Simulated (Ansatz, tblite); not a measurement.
# (H3Sn)2NH (Sn₂NH₇): one state, many levels

How do method and basis change the picture of (H3Sn)2NH (Sn₂NH₇) (singlet)?

Computed with Ansatz 0.2.0, Gaussian basis. Level: as each input shows.

The runs, in order: GFN1-xTB, GFN2-xTB, PBE-D4/def2-TZVP, r2SCAN-D4/def2-TZVP, r2SCAN0-D4/def2-TZVP, revPBE-D4/def2-TZVP, ωB97X-V/def2-TZVP, CAM-B3LYP-D4/def2-TZVP, PBE-QIDH/def2-TZVP, ωB97M-V/def2-TZVP, BLYP-D4/def2-TZVP, PBE-D4/def2-SVP, PBE0-D4/def2-SVP, PBE0-D4/def2-TZVPD, PBE-D4/def2-TZVPD, r2SCAN-D4/def2-TZVPD, CCSD(T)/def2-TZVP, RPA/def2-TZVP.

2 further runs of the same task are left out: 2 set aside as unsound or not needed.

## (1) The geometry

The singlet was relaxed beforehand with r2SCAN-D4/def2-SVP.

10 atoms, charge 0, spin multiplicity 1.

Bond lengths: Sn1–H2 1.724 Å, Sn1–H3 1.712 Å, Sn1–H4 1.715 Å, Sn1–N5 2.047 Å, N5–Sn6 2.047 Å, N5–H10 1.022 Å, Sn6–H7 1.724 Å, Sn6–H8 1.715 Å, Sn6–H9 1.712 Å. Angles: H2–Sn1–H3 110.0°, H2–Sn1–H4 109.6°, H2–Sn1–N5 112.8°, H3–Sn1–H4 112.1°, H3–Sn1–N5 105.4°, H4–Sn1–N5 106.8°, Sn1–N5–Sn6 125.3°, Sn1–N5–H10 112.6°, Sn6–N5–H10 112.7°, N5–Sn6–H7 112.8°, N5–Sn6–H8 107.4°, N5–Sn6–H9 104.9°, H7–Sn6–H8 109.5°, H7–Sn6–H9 110.2°, H8–Sn6–H9 112.0°.

As a file:

```
Sn    0.0296    1.7510   -0.5035
H    -0.8169    2.5502    0.7687
H     1.7145    1.7975   -0.2067
H    -0.3810    2.4661   -2.0067
N    -0.4416   -0.2360   -0.6452
Sn    0.1817   -1.6947    0.6480
H    -0.7380   -1.7328    2.1058
H     0.0294   -3.1978   -0.1635
H     1.8154   -1.3135    0.9881
H    -1.3931   -0.3900   -0.9851
```

Sn takes a core potential in the def2 sets. No spin-orbit coupling is included.

PBE0-D4/def2-TZVP was run before; its log isn't repeated, and its numbers join the tables.

## (2) GFN1-xTB

Tight binding, by tblite at 300 K electronic temperature and without a spin-polarisation term:

```python
tblite.interface.Calculator('GFN1-xTB', numbers, positions, charge=0, uhf=0).singlepoint()
```

Energy -323.7636 eV, HOMO -10.39 eV, LUMO -5.61 eV; 0.02 s.

## (3) GFN2-xTB

Tight binding, by tblite at 300 K electronic temperature and without a spin-polarisation term:

```python
tblite.interface.Calculator('GFN2-xTB', numbers, positions, charge=0, uhf=0).singlepoint()
```

Energy -288.9098 eV, HOMO -10.33 eV, LUMO -6.18 eV; 0.011 s.

## (4) PBE-D4/def2-TZVP

start.molden holds the orbitals of an earlier run on this state, given as this run's starting guess.

Contents of in.yaml:

```yaml
crystal:
  periodic: [false, false, false]
  atoms:
    - {symbol: Sn, position_ang: [0.029590, 1.750980, -0.503469]}
    - {symbol: H, position_ang: [-0.816893, 2.550249, 0.768724]}
    - {symbol: H, position_ang: [1.714547, 1.797495, -0.206715]}
    - {symbol: H, position_ang: [-0.381011, 2.466101, -2.006715]}
    - {symbol: N, position_ang: [-0.441627, -0.235993, -0.645178]}
    - {symbol: Sn, position_ang: [0.181726, -1.694658, 0.648014]}
    - {symbol: H, position_ang: [-0.738042, -1.732763, 2.105834]}
    - {symbol: H, position_ang: [0.029400, -3.197819, -0.163460]}
    - {symbol: H, position_ang: [1.815402, -1.313550, 0.988116]}
    - {symbol: H, position_ang: [-1.393091, -0.390043, -0.985150]}
basis:
  gaussian: {orbitals: def2-TZVP, initial_orbitals: start.molden}
hamiltonian: {xc: pbe, dispersion: d4}
scf: {omitted_lower_state_checks: [starts]}
output: {orbitals: {seedname: orbitals}}
```

The run is started by

```
$ ansatz run in.yaml --threads 4 --pin off --events-out ev --progress --plain --max-ram 3916MiB
```

Further steps of the session: r2SCAN-D4/def2-TZVP; r2SCAN0-D4/def2-TZVP; revPBE-D4/def2-TZVP; ωB97X-V/def2-TZVP; CAM-B3LYP-D4/def2-TZVP; PBE-QIDH/def2-TZVP; ωB97M-V/def2-TZVP; BLYP-D4/def2-TZVP; PBE-D4/def2-SVP; PBE0-D4/def2-SVP; PBE0-D4/def2-TZVPD; PBE-D4/def2-TZVPD; r2SCAN-D4/def2-TZVPD; CCSD(T)/def2-TZVP; RPA/def2-TZVP.

Before running them: what should the planned runs give, taken together? Wanted: gap in def2-TZVP, named functionals, smallest and largest; correlation energy, CCSD(T)/def2-TZVP; binding an atom, CCSD(T)/def2-TZVP; PBE0 total energy, smallest basis above largest.

The runs gave:

| quantity | value |
| --- | --- |
| gap in def2-TZVP, named functionals, smallest and largest | 3.97 eV (BLYP-D4), 10.33 eV (ωB97X-V) |
| correlation energy, CCSD(T)/def2-TZVP | -24.99 eV |
| binding an atom, CCSD(T)/def2-TZVP | 2.437 eV |
| PBE0 total energy, smallest basis above largest | 2.50 eV (def2-SVP, def2-TZVPD) |

What this shows: Over the named functionals in def2-TZVP the gap runs from 3.97 eV (BLYP-D4) to 10.33 eV (ωB97X-V); exact exchange widens it. The functionals in def2-TZVP miss CCSD(T)/def2-TZVP by +0.031 (revPBE-D4) to +0.151 eV (ωB97X-V) an atom. CCSD(T)/def2-TZVP isn't at the basis-set limit; small misses against it rank nothing.
